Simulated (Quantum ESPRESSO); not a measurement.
C: relaxation of the atoms with PBEsol

Sheet: C, a sheet with vacuum.

```
C
1.0
     2.55944    0.00000    0.00000
    -1.27972    2.13129    0.00000
     0.00000    0.00000   16.00000
C
2
Cartesian
  0.0000 0.0000 8.0000
  0.0000 1.4209 8.0000
```

The cell was built by a generator and needn't be a form met in nature.

```yaml
Program: Quantum ESPRESSO 7.5
Task: relaxation of the atoms
Functional: PBEsol
Potentials_or_basis: PseudoDojo 0.4.1 SR PBEsol standard
Cutoff: 1116 eV
Density_cutoff: 4463 eV
k_mesh: 18 × 18 × 1
Occupations: cold, width 0.1 eV
Spin: no spin polarisation
Mixing_beta: 0.5
Most_SCF_iterations: 120
SCF_threshold: 4e-10 Ry
Most_ionic_steps: 40
Forc_conv_thr: 0.0004 Ry/bohr
Etot_conv_thr: 1e-05 Ry
Ion_dynamics: bfgs
```

```json
{
 "Energy gained by relaxing": "0.6 meV/atom",
 "Ionic steps": "4",
 "Band gap on the k mesh": "0.42 eV, direct"
}
```

Forces on the atoms (eV/Å):
```
C    0.000 -0.003  0.000
C    0.000  0.003  0.000
```

Step by step:
```csv
step,energy change (eV),largest force (eV/Å)
1,0.0000,0.3175
2,-0.0009,0.3450
3,-0.0012,0.0025
4,-0.0012,0.0027
```

Final structure:
```
CELL_PARAMETERS angstrom
2.55944 0.00000 0.00000
-1.27972 2.13129 0.00000
0.00000 0.00000 16.00000
ATOMIC_POSITIONS crystal
C 0.99928 0.99855 0.50000
C 0.33406 0.66811 0.50000
```

Levels at points of the mesh, in eV from the valence-band top:
| k point | band 2 | band 3 | band 4 | band 5 | band 6 | band 7 |
| --- | --- | --- | --- | --- | --- | --- |
| (0.00, 0.00, 0.00) | -7.10 | -2.95 | -2.66 | 3.76 | 4.63 | 5.07 |
| (0.00, -0.50, 0.00) | -12.75 | -6.49 | -1.76 | 1.86 | 6.18 | 11.66 |
| (-0.50, 0.00, 0.00) | -12.70 | -5.83 | -2.20 | 1.84 | 7.58 | 11.17 |

Wall time 5.4 min on 1 thread of Intel(R) Xeon(R) Platinum 8375C CPU @ 2.90GHz (Ice Lake), with other jobs on the host, peak memory 0.17 GiB.

Caveat: this smearing can shift energies of a crystal with a gap. PBEsol gaps usually lie below the measured ones, often by a third to a half.
